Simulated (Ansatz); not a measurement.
# Ta: response to strain

Aim: deform Ta (equal xx and yy strain of +2 %) and compute stress, forces and field gradients with LAPW, PAW and all-electron datasets made for the crystal.

Program: Ansatz 0.2.0. Level of theory: DFT PBEsol, scalar-relativistic. These are calculated values, not measurements.

### 1 Starting point

Symmetry: Im-3m, No. 229, cubic system. Conventional cell: a = 3.303 Å, b = 3.303 Å, c = 3.303 Å, α = 90.00°, β = 90.00°, γ = 90.00°. Ta (site symmetry m-3m) has 8 Ta at 2.86 Å as nearest neighbours.

Structure file:

```xyz
1
Lattice="-1.6513 1.6513 1.6513 1.6513 -1.6513 1.6513 1.6513 1.6513 -1.6513" Properties=species:S:1:pos:R:3 pbc="T T T"
Ta    0.0000    0.0000    0.0000
```

### 2 The deformed structure

Space group Im-3m before, I4/mmm after.

### 3 LAPW, all electrons

Contents of input.yaml:

```yaml
crystal:
  lattice:
    - [-1.6843056, 1.6843056, 1.65128]
    - [1.6843056, -1.6843056, 1.65128]
    - [1.6843056, 1.6843056, -1.65128]
  atoms:
    - { symbol: Ta, position: [0.0, 0.0, 0.0] }
kpoints:
  mp_grid: { grid: [17, 17, 17] }
  band_path:
    path:
      - [0.0, 0.0, 0.0]
      - [0.0, 0.0, 0.5]
      - [-0.5, 0.5, 0.5]
      - [0.0, 0.0, 0.0]
      - [0.4902921953, 0.4902921953, -0.4902921953]
      - [-0.4902921953, 0.5097078047, 0.4902921953]
      - [-0.5, 0.5, 0.5]
      - [0.0, 0.0, 0.5]
      - [0.25, 0.25, 0.25]
    npoints: 5
scf:
  occupations: { method: fermi_dirac, width: 0.08 }
hamiltonian:
  xc: pbesol
  pseudopotentials: { kind: all_electron, lapw: { basis_error: 0.0005 } }
output:
  forces: true
  stress: true
  eigenvalues: true
```

Started as:

```
$ ansatz run input.yaml --threads 1 --pin off --max-ram 3072MiB --backend cpu --events-out ev --progress --plain --runs-dir out
```

What it wrote, shortened:

```text
LAPW: plane waves up to 8.469 Å⁻¹, error target 5.0e-4 eV per atom; small_component_spin mean_spin; Ta in spheres of 1.449 Å, 43 of its electrons in bands, Dirac shells []
[...]
Pseudopotentials: kind: all_electron
Pseudopotential: Ta, LAPW, valence charge 43, Koelling and Harmon's equation, gaussian nucleus
Functional definition: PBEsol
[...]
Crystal: 1 atoms, lattice volume = 18.738 Å³
Basis set: ecut = 273.2381120599615 eV, 193 PW (Γ), exchange–correlation at level 2
Bands: 26, of which v1, the nominal top of the filled ones, is band 22 counted from 1 (21 counted from 0)
Symmetry: 16 space group operations
Space group: I4/mmm (ITA 139), of the structure as read, at distance tolerance 2.7e-5 Å
k-points: 405 of 4913
[...]
SCF iter   1: F=—  HF=-424443.517527 eV  |F-HF|=—  |Δ(HF+E_count)|=         —  Δρ=2.62e-2  dr2=8.73e-2  ethr=2.02e-4  ⟨swp⟩=2.9  Hψ=65057  notcnv=0
[...]
the basis was enlarged: its passes take 889.4 KiB over the memory plan, 1 of 1 planned eigensolver slots
[...]
SCF iter   8: F=-424443.352672 eV  HF=-424443.352672 eV  |F-HF|=3.84e-9  |Δ(HF+E_count)|=   1.27e-8  Δρ=6.90e-6  dr2=4.48e-9  ethr=9.33e-10  ⟨swp⟩=2.0  Hψ=31519  notcnv=0
[...]
NSCF: frozen V_eff on 41 k-points
SCF converged after 8 iterations
Free energy (F): -424443.352672 eV
[...]
E sigma→0 (E₀):  -424443.338290 eV
Entropy (-TS):   -0.028764 eV (-28.764 meV/atom)
Fermi energy:    23.588749 eV
[...]
--- Forces (eV/Å), atoms counted from 1 ---
  atom   1  Ta    -0.00000000     0.00000000     0.00000000
[...]
--- Stress (GPa, compression-positive) ---
      -11.446383       0.000000       0.000000
        0.000000     -11.446383      -0.000000
        0.000000      -0.000000      -9.706349
  P = ⅓ Tr σ = -10.8664 GPa (-108.664 kbar)
--- Band table (eV; the first three rows and the last of 405) ---
  k-point 0: bands = ["-370.5073", "-370.5073", "-370.5073", "-192.2948", "-192.2930", "-192.2762", "-192.2762", "-192.2746", "-43.5802", "-9.5724", "-9.5724", "-9.5686", "4.6234", "4.6238", "4.6238", "4.6655", "4.6655", "4.6697", "4.7164", "15.8198", "24.1372", "24.3781", "24.3781", [...]
[...]
```

It took 57 s on 1 thread of Arm Neoverse V2, shared host; peak memory 0.68 GiB.

In short: pressure -10.87 GPa; no gap.

### 4 Frozen-core PAW

Contents of input.yaml:

```yaml
crystal:
  lattice:
    - [-1.6843056, 1.6843056, 1.65128]
    - [1.6843056, -1.6843056, 1.65128]
    - [1.6843056, 1.6843056, -1.65128]
  atoms:
    - { symbol: Ta, position: [0.0, 0.0, 0.0] }
kpoints:
  mp_grid: { grid: [17, 17, 17] }
scf:
  occupations: { method: fermi_dirac, width: 0.08 }
hamiltonian:
  xc: pbesol
  pseudopotentials: { kind: paw }
output:
  forces: true
  stress: true
  eigenvalues: true
  efg: { contact_densities: true }
  write_density: true
  write_potential: true
  elf: true
  volumetric_format: npy
```

Started as:

```
$ ansatz run input.yaml --threads 1 --pin off --max-ram 3072MiB --backend cpu --events-out ev --progress --plain --runs-dir out
```

What it wrote, shortened:

```text
Ta: output.efg is read without spin–orbit coupling, which moves field gradients at and beside such atoms by some per cent and up to a factor of two; PAW files take it under magnetization.noncollinear and magnetization.spin_orbit
[...]
Pseudopotentials: kind: paw
Pseudopotential: Ta, paw, valence charge 13, recommended cutoff 420 eV (normal)
Functional definition: PBEsol
[...]
Crystal: 1 atoms, lattice volume = 18.738 Å³
Basis set: ecut = 420 eV, 369 PW (Γ), exchange–correlation on 40×40×40 points (8 copies of the dense FFT grid, shifted against one another)
Bands: 11, of which v1, the nominal top of the filled ones, is band 7 counted from 1 (6 counted from 0)
Symmetry: 16 space group operations
Space group: I4/mmm (ITA 139), of the structure as read, at distance tolerance 2.7e-5 Å
k-points: 405 of 4913
[...]
SCF converged after 6 iterations
Free energy (F): -9806.474253 eV
[...]
E sigma→0 (E₀):  -9806.459888 eV
Entropy (-TS):   -0.028730 eV (-28.730 meV/atom)
Fermi energy:    17.660961 eV
[...]
--- Forces (eV/Å), atoms counted from 1 ---
  atom   1  Ta    -0.00000000     0.00000000     0.00000000
[...]
--- Stress (GPa, compression-positive) ---
      -11.441182       0.000000       0.000000
        0.000000     -11.441182       0.000000
        0.000000       0.000000      -9.703559
  P = ⅓ Tr σ = -10.8620 GPa (-108.620 kbar)
--- PAW observables at the nuclei: V_zz in 10²¹ V/m², potentials from the cell's mean, atoms counted from 1 ---
  atom   1  Ta V_zz =    -1.283315   η = 0.0000   by run symmetry: allowed
            electrostatic potential = -14500.375485 V   contact ρ = 8144244.674439 e/Å³
--- Band table (eV; the first three rows and the last of 405) ---
  k-point 0: bands = ["-49.4989", "-15.4897", "-15.4897", "-15.4859", "9.8938", "18.2133", "18.4544", "18.4544", "21.3311", "21.6629", "32.0177"]
[...]
```

Run time: 6 s. Hardware: 1 thread of Arm Neoverse V2, shared host; peak memory 0.41 GiB.

This run gives: pressure -10.86 GPa; no gap; Vzz Ta -1.28 (η = 0.00) (10²¹ V/m²).

The fields are shown in the conventional cell of this run's space group, carried over from its grid by interpolation.

Density in a lattice plane of the grid's cell (edges 3.37 and 3.30 Å, at 0.000 of the third edge), which holds Ta.

Ten even steps from ' ' (0.21 e/Å³) to '@' (4.42 e/Å³):
```
%%@@@@@@##==::                      ::==##@@@@@@
@@@@@@%%**--..                      ..--**%%@@@@
%%%%##**==::..                      ..::==**##%%
**++==--::..                          ..::--==++
--::::....                              ....::::
....                                          ..
                                                
                                                
                                                
                                                
                                                
                                                
                                                
....                                          ..
--::::....                              ....::::
**++==--::..                          ..::--==++
%%%%##**==::..                      ..::==**##%%
@@@@@@%%**--..                      ..--**%%@@@@
%%@@@@@@##==::                      ::==##@@@@@@
**%%@@@@%%++::..                  ..::++%%@@@@%%
```
Columns run along the first of these edges and rows up along the second, over one cell in 24 and 20 even steps from the bottom left corner. Atoms in the plane (fractional): Ta at (0.00, 0.00).

ELF in the same plane.

Ten even steps from '0' (0.00) to '9' (0.72):
```
125898631235553213689852
568997532345654323589986
899986422356665322468999
998764323466766432346789
665543334567776543334556
333223345667776654332233
222234566666666666543222
233445667666666676654433
445567777666566677776554
556677777665556677777665
445567777666566677776554
233445667666666676654433
222234566666666666543222
333223345667776654332233
665543334567776543334556
998764323466766432346789
899986422356665322468999
568998532345654323579986
125898631235553213689852
014798631234543213689741
```
Columns run along the first of these edges and rows up along the second, over one cell in 24 and 20 even steps from the bottom left corner. Atoms in the plane (fractional): Ta at (0.00, 0.00).

Both are smooth fields of the valence electrons: close to the nuclei they are not physical.

The highest ELF values outside the cores: 0.55 between the atoms, 1.8 Å from Ta.

### 5 Datasets made for this crystal

input.yaml, as its differences from that of step 4:

```diff
@@ -13,3 +13,3 @@
   xc: pbesol
-  pseudopotentials: { kind: paw }
+  pseudopotentials: { kind: all_electron, datasets: crystal }
 output:
@@ -19,5 +19 @@
   efg: { contact_densities: true }
-  write_density: true
-  write_potential: true
-  elf: true
-  volumetric_format: npy
```

Started as:

```
$ ansatz run input.yaml --threads 1 --pin off --max-ram 3072MiB --backend cpu --events-out ev --progress --plain --runs-dir out
```

What it wrote, shortened:

```text
[...]
Ta: output.efg is read without spin–orbit coupling, which moves field gradients at and beside such atoms by some per cent and up to a factor of two; PAW files take it under magnetization.noncollinear and magnetization.spin_orbit
[...]
Pseudopotentials: kind: all_electron
Pseudopotential: Ta, paw, valence charge 27, recommended cutoff 240 eV (normal), Koelling and Harmon's equation, gaussian nucleus
Functional definition: PBEsol
[...]
Crystal: 1 atoms, lattice volume = 18.738 Å³
Basis set: ecut = 240 eV, 161 PW (Γ), exchange–correlation on 30×30×30 points (8 copies of the dense FFT grid, shifted against one another)
Bands: 11, of which v1, the nominal top of the filled ones, is band 7 counted from 1 (6 counted from 0)
Symmetry: 16 space group operations
Space group: I4/mmm (ITA 139), of the structure as read, at distance tolerance 2.7e-5 Å
k-points: 405 of 4913
[...]
Fermi energy:    23.588768 eV
[...]
  The terms above E_closure are by the made datasets' own strengths, without shells solved beside the bands.
--- Forces (eV/Å), atoms counted from 1 ---
  atom   1  Ta     0.00000000     0.00000000     0.00000000
[...]
--- Stress (GPa, compression-positive) ---
      -11.445632      -0.000000      -0.000000
       -0.000000     -11.445632       0.000000
       -0.000000      -0.000000      -9.706108
  P = ⅓ Tr σ = -10.8658 GPa (-108.658 kbar)
  It holds what live shells' own plane waves past their cutoff add
--- PAW observables at the nuclei: V_zz in 10²¹ V/m², potentials from the cell's mean, atoms counted from 1 ---
  atom   1  Ta V_zz =    -1.235343   η = 0.0000   by run symmetry: allowed
            electrostatic potential = -14497.606839 V   contact ρ = 8140266.448956 e/Å³
--- Band table (eV; the first three rows and the last of 405) ---
  k-point 0: bands = ["-43.5801", "-9.5723", "-9.5723", "-9.5686", "15.8198", "24.1373", "24.3781", "24.3781", "27.2552"]
[...]
```

Wall time 31 s (1 thread of Arm Neoverse V2, shared host); peak memory 0.82 GiB.

Read from it: pressure -10.87 GPa; no gap; Vzz Ta -1.24 (η = 0.00) (10²¹ V/m²).

### 6 Side by side

Stress (GPa, compression positive):

| method | xx | yy | zz | yz | xz | xy |
| --- | --- | --- | --- | --- | --- | --- |
| LAPW | -11.45 | -11.45 | -9.71 | 0.00 | 0.00 | 0.00 |
| PAW | -11.44 | -11.44 | -9.70 | 0.00 | 0.00 | 0.00 |
| crystal datasets | -11.45 | -11.45 | -9.71 | 0.00 | 0.00 | 0.00 |

| method | pressure (GPa) | Vzz Ta (10²¹ V/m²) | SCF cycles, all passes |
| --- | --- | --- | --- |
| LAPW | -10.87 | – | 8 |
| PAW | -10.86 | -1.28 | 6 |
| crystal datasets | -10.87 | -1.24 | 7 |

### 7 Outcome

```
                                 quantity                                                 value
                                 pressure  LAPW -10.87, PAW -10.86, crystal datasets -10.87 GPa
largest shear or deviatoric stress (LAPW)                                              1.16 GPa
```

In words: The largest part of the stress beyond the pressure is 1.16 GPa in size, in the zz component. No run of the undeformed cell stands beside it, so the pressure holds what the given cell had before the change. PAW: stress within 0.01 GPa of LAPW. Crystal datasets: stress within 0.01 GPa of LAPW. Spin-orbit coupling is left out, though the cell holds Ta; in elements this heavy it can shift bands and gaps by tenths of an eV.
